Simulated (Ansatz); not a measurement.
# HfGeTe: relaxing cell and atoms, part 2 of 2

Aim: in HfGeTe, a database entry, slightly rescaled, relax cell and atoms, then read levels, charges and fields where it ends.

Ansatz 0.2.0; DFT, r2SCAN, no spin polarisation, plane waves, PAW. Relaxing cell and atoms. Earlier steps stand in the parts before.

### Step 7. Results

The summary covers parts 1 to 2.

| quantity | value |
| --- | --- |
| moves | 3 |
| energy gained | 5.3 meV/atom |
| largest move | 0.03 Å (Hf) |
| space group (0.01 Å), before / after | P4/nmm / P4/nmm |
| cell | a = 3.877 Å, b = 3.877 Å, c = 8.558 Å, α = 90.00°, β = 90.00°, γ = 90.00° |
| volume | 21.44 Å³/atom (-0.6 %) |
| pressure at the end | -0.03 GPa |
| formation energy (elements from separate runs) | -0.73 eV/atom |
| character | metal |
| density of states, mean within 0.25 eV of the Fermi level | 0.31 per eV per cell |
| Bader charges | Hf +1.65, Te -0.96, Ge -0.69 e |

What this shows: The volume shrank by 0.6 %, and the largest move of an atom is 0.03 Å apart from the change of the cell; the energy fell by 5.3 meV per atom. With 16 symmetry operations imposed, the end may be a saddle point towards distortions that break them. Bands barely cross the Fermi level: a semimetal or poor metal at this level, where functional and spin-orbit coupling decide; within 0.25 eV of the Fermi level the density of states averages 0.31 per eV per cell, mostly Hf d (62 %) and Ge p (16 %), but it varies sharply: 0.055 at the Fermi level itself, on this mesh. Hf loses most charge (+1.65 e on average) and Te gains most (-0.96 e). Set against separate runs on the elements (Hf hcp, Te trigonal tellurium, Ge diamond), it forms at -0.73 eV per atom, which says nothing yet of rival compounds.
